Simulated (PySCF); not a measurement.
# C3H4BBr: NMR shieldings, spin-spin couplings, relativistic core levels, part 2 of 2

PySCF 2.14.0. Atoms count from 0. Earlier steps stand in the parts before.

### Step 7. NMR shieldings: PBE/pcJ-1 Br:dyall-v2z, spin-free

Job settings and geometry (Å):

```
{"job": {"kind": "hnmr", "xc": "PBE", "basis": {"default": "pcJ-1", "Br": "dyall-v2z"}, "rel": "sf"}, "charge": 0, "multiplicity": 1}
C      2.149233    -0.488280     0.527701
C      0.969066    -0.470675     0.333286
C     -0.459612    -0.432021     0.091002
B     -1.000828     0.919452    -0.516536
Br    -2.822514     1.075747    -0.878688
H      3.182961    -0.513457     0.700986
H     -0.975369    -0.649017     1.036573
H     -0.720420    -1.270719    -0.568928
H     -0.308955     1.834963    -0.750577
```

Method: PBE/pcJ-1 Br:dyall-v2z GIAO NMR shielding, spin-free X2C, Gaussian nuclei, gas phase.

Log:

```text
spin-free SCF
coarse grid: 37944 points
cycle   1  E = -2747.2888884530  dE =  3.571e-01  |g| = 5.491e-01  |ddm| = 2.912e+00
cycle   2  E = -2747.2589788383  dE =  2.991e-02  |g| = 5.857e-01  |ddm| = 1.038e+00
cycle   3  E = -2747.3490619073  dE = -9.008e-02  |g| = 9.681e-02  |ddm| = 6.861e-01
cycle   4  E = -2747.3501301458  dE = -1.068e-03  |g| = 8.293e-02  |ddm| = 1.827e-01
cycle   5  E = -2747.3516326039  dE = -1.502e-03  |g| = 2.658e-02  |ddm| = 7.289e-02
cycle   6  E = -2747.3517579892  dE = -1.254e-04  |g| = 1.584e-02  |ddm| = 3.231e-02
cycle   7  E = -2747.3518143682  dE = -5.638e-05  |g| = 1.335e-03  |ddm| = 1.192e-02
cycle   8  E = -2747.3518147257  dE = -3.575e-07  |g| = 6.452e-04  |ddm| = 1.931e-03
final grid: 79400 points
cycle   9  E = -2747.3520133514  dE =  1.068e-07  |g| = 1.422e-03  |ddm| = 2.412e-03
cycle  10  E = -2747.3520123671  dE =  9.844e-07  |g| = 2.042e-03  |ddm| = 3.448e-03
cycle  11  E = -2747.3520135847  dE = -1.218e-06  |g| = 6.767e-04  |ddm| = 2.802e-03
cycle  12  E = -2747.3520136129  dE = -2.821e-08  |g| = 5.606e-04  |ddm| = 7.338e-04
cycle  13  E = -2747.3520136870  dE = -7.412e-08  |g| = 1.561e-04  |ddm| = 4.297e-04
cycle  14  E = -2747.3520136909  dE = -3.948e-09  |g| = 3.891e-06  |ddm| = 8.929e-05
converged SCF energy = -2747.3520136909
check of the scalar solution
cycle   1  E = -2747.3520136909  dE = -2.747e+03  |FDS-SDF| = 3.891e-06
cycle   2  E = -2747.3520136909  dE = -1.819e-12  |FDS-SDF| = 5.724e-06
converged, E = -2747.3520136909

Field gradients (au) and densities at the nuclei (bohr^-3)
atom        Vxx        Vyy        Vzz        centre      nuclear mean
  0 C      0.0890     0.1100    -0.1990        126.317        126.315
  1 C      0.1106     0.1188    -0.2294        126.353        126.350
  2 C      0.0214     0.1211    -0.1425        125.997        125.995
  3 B     -0.0862    -0.3687     0.4549         71.168         71.167
  4 Br     0.0377     3.7655    -3.8031      40848.127      40788.194
  5 H     -0.1944    -0.1957     0.3902          0.477          0.477
  6 H     -0.1384    -0.1502     0.2885          0.469          0.469
  7 H     -0.1384    -0.1503     0.2886          0.469          0.469
  8 H     -0.1091    -0.1219     0.2310          0.476          0.476
without picture change
  4 Br                          -3.9302                     66306.597

Core orbital energies (eV)
atom   shell        mean    spread
  4 Br 1s       -13301.403   0.000
  4 Br 2s        -1730.520   0.000
  4 Br 3s         -237.178   0.000
  4 Br 4s          -20.528   0.000
  4 Br 2p        -1526.336   0.078
  4 Br 3p         -172.693   0.264
  4 Br 3d          -66.031   0.244

Shielding tensors (ppm)
atom      isotropic    diamagn.    paramagn.     s11        s22        s33       span
  0 C       113.38      262.33     -148.95      39.55      43.26     257.32     217.77
  1 C        96.79      250.84     -154.06      -6.17       4.39     292.14     298.30
  2 C       156.21      253.64      -97.43     136.28     155.68     176.66      40.37
  3 B         7.26      189.60     -182.34     -48.45     -28.05      98.28     146.73
  4 Br     1891.29     3137.37    -1246.07    1093.01    1802.78    2778.10    1685.09
  5 H        30.47       32.67       -2.20      25.28      25.47      40.67      15.39
  6 H        29.00       29.29       -0.29      22.97      30.95      33.07      10.10
  7 H        28.99       29.30       -0.31      22.97      30.94      33.06      10.09
  8 H        23.70       27.92       -4.22      20.06      23.49      27.55       7.50
```

It took 13 s on 1 thread of Intel Xeon 6975P-C, shared host; peak memory 0.88 GiB.

### Step 8. Spin-spin couplings: PBE/pcJ-1 Br:dyall-v2z, spin-free

The job, as its differences from that of step 7:

```diff
@@ -1,2 +1,2 @@
-{"job": {"kind": "hnmr", "xc": "PBE", "basis": {"default": "pcJ-1", "Br": "dyall-v2z"}, "rel": "sf"}, "charge": 0, "multiplicity": 1}
+{"job": {"kind": "hj", "xc": "PBE", "basis": {"default": "pcJ-1", "Br": "dyall-v2z"}, "rel": "sf", "atoms": [4]}, "charge": 0, "multiplicity": 1}
 C      2.149233    -0.488280     0.527701
```

Method: PBE/pcJ-1 Br:dyall-v2z indirect spin-spin coupling, X2C without spin-orbit coupling, Gaussian nuclei, gas phase.

Log:

```text
spin-free SCF
coarse grid: 37944 points
cycle   1  E = -2747.2888884530  dE =  3.571e-01  |g| = 5.491e-01  |ddm| = 2.912e+00
cycle   2  E = -2747.2589788383  dE =  2.991e-02  |g| = 5.857e-01  |ddm| = 1.038e+00
cycle   3  E = -2747.3490619073  dE = -9.008e-02  |g| = 9.681e-02  |ddm| = 6.861e-01
cycle   4  E = -2747.3501301458  dE = -1.068e-03  |g| = 8.293e-02  |ddm| = 1.827e-01
cycle   5  E = -2747.3516326039  dE = -1.502e-03  |g| = 2.658e-02  |ddm| = 7.289e-02
cycle   6  E = -2747.3517579892  dE = -1.254e-04  |g| = 1.584e-02  |ddm| = 3.231e-02
cycle   7  E = -2747.3518143682  dE = -5.638e-05  |g| = 1.335e-03  |ddm| = 1.192e-02
cycle   8  E = -2747.3518147257  dE = -3.575e-07  |g| = 6.452e-04  |ddm| = 1.931e-03
final grid: 79400 points
cycle   9  E = -2747.3520133514  dE =  1.068e-07  |g| = 1.422e-03  |ddm| = 2.412e-03
cycle  10  E = -2747.3520123671  dE =  9.844e-07  |g| = 2.042e-03  |ddm| = 3.448e-03
cycle  11  E = -2747.3520135847  dE = -1.218e-06  |g| = 6.767e-04  |ddm| = 2.802e-03
cycle  12  E = -2747.3520136129  dE = -2.821e-08  |g| = 5.606e-04  |ddm| = 7.338e-04
cycle  13  E = -2747.3520136870  dE = -7.412e-08  |g| = 1.561e-04  |ddm| = 4.297e-04
cycle  14  E = -2747.3520136909  dE = -3.948e-09  |g| = 3.891e-06  |ddm| = 8.929e-05
converged SCF energy = -2747.3520136909
two-component SCF
cycle   1  E = -2747.3520136910  dE = -2.747e+03  |FDS-SDF| = 3.891e-06
cycle   2  E = -2747.3520136910  dE =  7.731e-12  |FDS-SDF| = 5.724e-06
converged, E = -2747.3520136910

Indirect spin-spin couplings
  i        j     bonds      J/Hz   K/1e19 T2/J   anisotropy/Hz
  4  79Br   0  13C    4        1.30        1.71        -4.1
  4  79Br   1  13C    3        9.91       13.05        18.7
  4  79Br   2  13C    2        2.69        3.55        47.5
  4  79Br   3  11B    1     -205.81     -212.38      -228.4
  4  79Br   5   1H    5       -0.15       -0.05         1.0
  4  79Br   6   1H    3       -1.15       -0.38        26.7
  4  79Br   7   1H    3       -1.02       -0.34        26.5
  4  79Br   8   1H    2       35.61       11.79        35.7
```

Run time: 15 s. Hardware: 1 thread of Intel Xeon 6975P-C, shared host; peak memory 0.75 GiB.

### Step 9. Shieldings side by side

| run | Br4 | B3 | H8 | C2 | C0 | H6 | H7 | time |
| --- | --- | --- | --- | --- | --- | --- | --- | --- |
| step 2, PBE/pcJ-1 Br:dyall-v2z, spin–orbit | 2196.6 | 16.3 | 22.4 | 155.0 | 114.4 | 29.4 | 29.4 | 35 s |
| step 5, PBE/pcJ-1 Br:dyall-v2z, non-relativistic | 1908.2 | 7.7 | 23.7 | 156.1 | 113.3 | 29.0 | 29.0 | 10 s |
| step 7, PBE/pcJ-1 Br:dyall-v2z, spin-free | 1891.3 | 7.3 | 23.7 | 156.2 | 113.4 | 29.0 | 29.0 | 13 s |

### Step 10. Summary of results

This closing draws on all 2 parts.

| quantity | value |
| --- | --- |
| energy from spin-orbit coupling (step 2, PBE/pcJ-1 Br:dyall-v2z, spin–orbit) | -0.0782 Eh |
| shieldings (step 2, PBE/pcJ-1 Br:dyall-v2z, spin–orbit) | C0 114.4, C1 97.0, C2 155.0, B3 16.3, Br4 2196.6 ppm |
| surface potential, 1st and 99th percentile | -0.81 V and 1.32 V |
| energy from spin-orbit coupling (step 3, PBE/pcJ-1 Br:dyall-v2z, spin–orbit) | -0.0782 Eh |
| largest reduced coupling (step 3, PBE/pcJ-1 Br:dyall-v2z, spin–orbit) | Br4–B3: J = -196.3 Hz, K = -203·10¹⁹ T²/J |
| Br4 3d5/2 binding energy (step 4, PBE/pcJ-1 Br:dyall-v2z, spin–orbit) | 76.4 eV, 3d3/2 77.4 eV |
| energy from spin-orbit coupling (step 4, PBE/pcJ-1 Br:dyall-v2z, spin–orbit) | -0.0782 Eh |
| shieldings (step 5, PBE/pcJ-1 Br:dyall-v2z, non-relativistic) | C0 113.3, C1 96.7, C2 156.1, B3 7.7, Br4 1908.2 ppm |
| largest reduced coupling (step 6, PBE/pcJ-1 Br:dyall-v2z, non-relativistic) | Br4–B3: J = -174.8 Hz, K = -180·10¹⁹ T²/J |
| shieldings (step 7, PBE/pcJ-1 Br:dyall-v2z, spin-free) | C0 113.4, C1 96.8, C2 156.2, B3 7.3, Br4 1891.3 ppm |
| largest reduced coupling (step 8, PBE/pcJ-1 Br:dyall-v2z, spin-free) | Br4–B3: J = -205.8 Hz, K = -212·10¹⁹ T²/J |

In step 2, Br4 has the widest tensor, 1575 ppm. By nearest atom (PBE/dyall-v2z+pcJ-1), the HOMO sits on C0 39 %; C1 30 % and the LUMO on B3 58 %; Br4 15 %. Br4 moves most between the runs, by 305 ppm; the labels say what changes from run to run.
